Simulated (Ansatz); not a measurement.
# GaIr: response to strain

Aim: deform GaIr (equal xy, yz and zx engineering shear strains of +2 %) and compute stress, forces and field gradients with LAPW, PAW and all-electron datasets made for the crystal.

Computed with Ansatz 0.2.0 (DFT PBEsol, scalar-relativistic, unless a step's input says otherwise).

## (1) The starting structure

It takes space group Pm-3m (No. 221, cubic). The conventional cell has a = 3.004 Å, b = 3.004 Å, c = 3.004 Å, α = 90.00°, β = 90.00°, γ = 90.00°. Ga (site symmetry m-3m) has 8 Ir at 2.60 Å as nearest neighbours. Ir (site symmetry m-3m) has 8 Ga at 2.60 Å as nearest neighbours.

Structure file:

```
CELL_PARAMETERS angstrom
3.00400 0.00000 0.00000
0.00000 3.00400 0.00000
0.00000 0.00000 3.00400
ATOMIC_POSITIONS crystal
Ga 0.00000 0.00000 0.00000
Ir 0.50000 0.50000 0.50000
```

Atoms are numbered in the order of the input: Ga1, Ir2.

## (2) The deformed structure

Space group Pm-3m before, R-3m after.

## (3) Full-potential LAPW

Contents of input.yaml:

```yaml
crystal:
  lattice:
    - [3.004, 0.03004, 0.03004]
    - [0.03004, 3.004, 0.03004]
    - [0.03004, 0.03004, 3.004]
  atoms:
    - { symbol: Ga, position: [0.0, 0.0, 0.0] }
    - { symbol: Ir, position: [0.5, 0.5, 0.5] }
kpoints:
  mp_grid: { grid: [12, 12, 12] }
  band_path:
    path:
      - [0.0, 0.0, 0.0]
      - [0.5, 0.5, 0.5]
      - [0.5193194925, 0.4806805075, 0.5]
      - [0.5, -0.4806805075, 0.4806805075]
      - [0.5, 0.0, 0.0]
      - [0.0, 0.0, 0.0]
      - [0.4903402537, -0.4903402537, 0.0]
      - [0.5096597463, 0.0, 0.4903402537]
      - [0.5, 0.0, 0.5]
    npoints: 5
scf:
  occupations: { method: fermi_dirac, width: 0.05 }
hamiltonian:
  xc: pbesol
  pseudopotentials: { kind: all_electron, lapw: { basis_error: 0.00025 } }
output:
  forces: true
  stress: true
  eigenvalues: true
```

Started as:

```console
$ ansatz run input.yaml --threads 1 --pin off --max-ram 3072MiB --backend cpu --events-out ev --progress --plain --runs-dir out
```

## (4) PAW on the default files

Contents of input.yaml:

```yaml
crystal:
  lattice:
    - [3.004, 0.03004, 0.03004]
    - [0.03004, 3.004, 0.03004]
    - [0.03004, 0.03004, 3.004]
  atoms:
    - { symbol: Ga, position: [0.0, 0.0, 0.0] }
    - { symbol: Ir, position: [0.5, 0.5, 0.5] }
kpoints:
  mp_grid: { grid: [12, 12, 12] }
scf:
  occupations: { method: fermi_dirac, width: 0.05 }
hamiltonian:
  xc: pbesol
  pseudopotentials: { kind: paw }
output:
  forces: true
  stress: true
  eigenvalues: true
  efg: { contact_densities: true }
```

## (5) All-electron PAW on datasets made for the crystal

input.yaml: that of step 4 with these lines changed.

```diff
@@ -14,3 +14,3 @@
   xc: pbesol
-  pseudopotentials: { kind: paw }
+  pseudopotentials: { kind: all_electron, datasets: crystal }
 output:
```

(Steps that only read results are left out.)

**Question.** What will these runs give? Wanted: pressure; largest shear or deviatoric stress.

The runs gave:

| quantity | value |
| --- | --- |
| pressure | LAPW 4.36, PAW 4.31, crystal datasets 4.36 GPa |
| largest shear or deviatoric stress (LAPW) | 1.48 GPa |

**Reading.** The largest part of the stress beyond the pressure is 1.48 GPa in size; the atoms are carried along and not relaxed. No run of the undeformed cell stands beside it, so the pressure holds what the given cell had before the change. PAW: stress within 0.05 GPa of LAPW. Crystal datasets: stress within 0.01 GPa of LAPW. Spin-orbit coupling is left out, though the cell holds Ir; in elements this heavy it can shift bands and gaps by tenths of an eV.
